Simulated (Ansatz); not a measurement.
**CH₂Ga (quartet): wave-function methods side by side, cc-pVDZ**

An exercise on one series of results from a longer session: the logs are not shown, and one member is left open.

Program: Ansatz 0.2.0, Gaussian basis. Level of theory: cc-pVDZ, core rule «outside noble gas», up to 15 orbitals frozen. These are calculated values, not measurements.

To be run: UHF; CCSD(T) on ROHF; CCSD(T) on UHF; BCCD(T) on ROHF; CISD; CCSDT(Q) on ROHF; CCSDT(Q) on UHF; CASSCF and MRCISD+Q, 9 electrons in 10 orbitals; CASSCF and NEVPT2, 9 electrons in 10 orbitals.

26 further runs of the same task are left out: 4 for a known fault of the program, 8 that didn't finish, 14 set aside as unsound or not needed.

### The geometry

The geometry is a PBE0/def2-TZVP stationary point (not a proven minimum) of the parent state, kept for this charge and spin. No spin-orbit coupling is included. The filled d shell of Ga may be among the frozen orbitals whatever the setting's name suggests; the logs give the count.

4 atoms, charge 0, spin multiplicity 4.

Atoms are counted from 1 here; the program's logs count them from 0.

Bond lengths: C1–Ga2 2.015 Å, C1–H3 1.094 Å, C1–H4 1.094 Å. Angles: Ga2–C1–H3 124.7°, Ga2–C1–H4 124.7°, H3–C1–H4 110.7°.

Geometry (Å):

```xyz
4
charge 0, multiplicity 4
C     0.0000    0.0000    1.6625
Ga    0.0000    0.0000   -0.3524
H     0.0000   -0.8997    2.2847
H     0.0000    0.8997    2.2847
```

Set-up of the first run:

Input file in.yaml:

```yaml
crystal:
  periodic: [false, false, false]
  atoms:
    - {symbol: C, position_ang: [0.000000, 0.000000, 1.662466]}
    - {symbol: Ga, position_ang: [0.000000, 0.000000, -0.352437]}
    - {symbol: H, position_ang: [0.000000, -0.899709, 2.284663]}
    - {symbol: H, position_ang: [0.000000, 0.899710, 2.284663]}
basis:
  gaussian: {orbitals: cc-pVDZ}
magnetization: {spin_polarized: true, initial_magnetization: 3}
hamiltonian: {xc: hf}
output: {orbitals: {seedname: orbitals}}
```

Command:

```bash
> ansatz run in.yaml --threads 1 --pin off --events-out ev --progress --plain --max-ram 2393MiB
```

Steps of the session up to this table: UHF; CCSD(T) on ROHF; CCSD(T) on UHF; BCCD(T) on ROHF; CISD; CCSDT(Q) on ROHF; CCSDT(Q) on UHF; CASSCF and MRCISD+Q, 9 electrons in 10 orbitals; CASSCF and NEVPT2, 9 electrons in 10 orbitals.

One table of the session follows, with a row left open; its other results are not shown here.

It belongs to the step «Misses and costs». 

| method | from UCCSDT(Q) (kcal/mol) |
| --- | --- |
| ROHF | +114.47 |
| UHF | +110.22 |
| RMP2 | +20.57 |
| UMP2 | +20.67 |
| RCCSD | +4.28 |
| UCCSD | ? |
| RCCSD(T) | +1.14 |
| UCCSD(T) | +0.76 |
| BCCD(T) | +1.16 |
| RCCSDT | +0.59 |
| UCCSDT | +0.19 |
| RCCSDT(Q) | +0.40 |
| UCCSDT(Q) | 0 |
| CASSCF valence | +64.13 |
| NEVPT2 valence | +17.42 |
| MRCISD valence | +3.84 |
| MRCISD+Q valence | +0.88 |

**Question.** Estimate the row for UCCSD.

The run gave: from UCCSDT(Q) (kcal/mol): +3.71. In the column «from UCCSDT(Q) (kcal/mol)» it lies between BCCD(T) (+1.16) and MRCISD valence (+3.84).

Not comparable, so not listed: CISD (they don't share determinant, frozen orbitals or solution with the rows shown, or repeat one).

Limits of these values: Restricted and unrestricted rows rest on different reference determinants; where their highest levels disagree by more than a few hundredths of an eV, they describe different states and don't form one ladder.
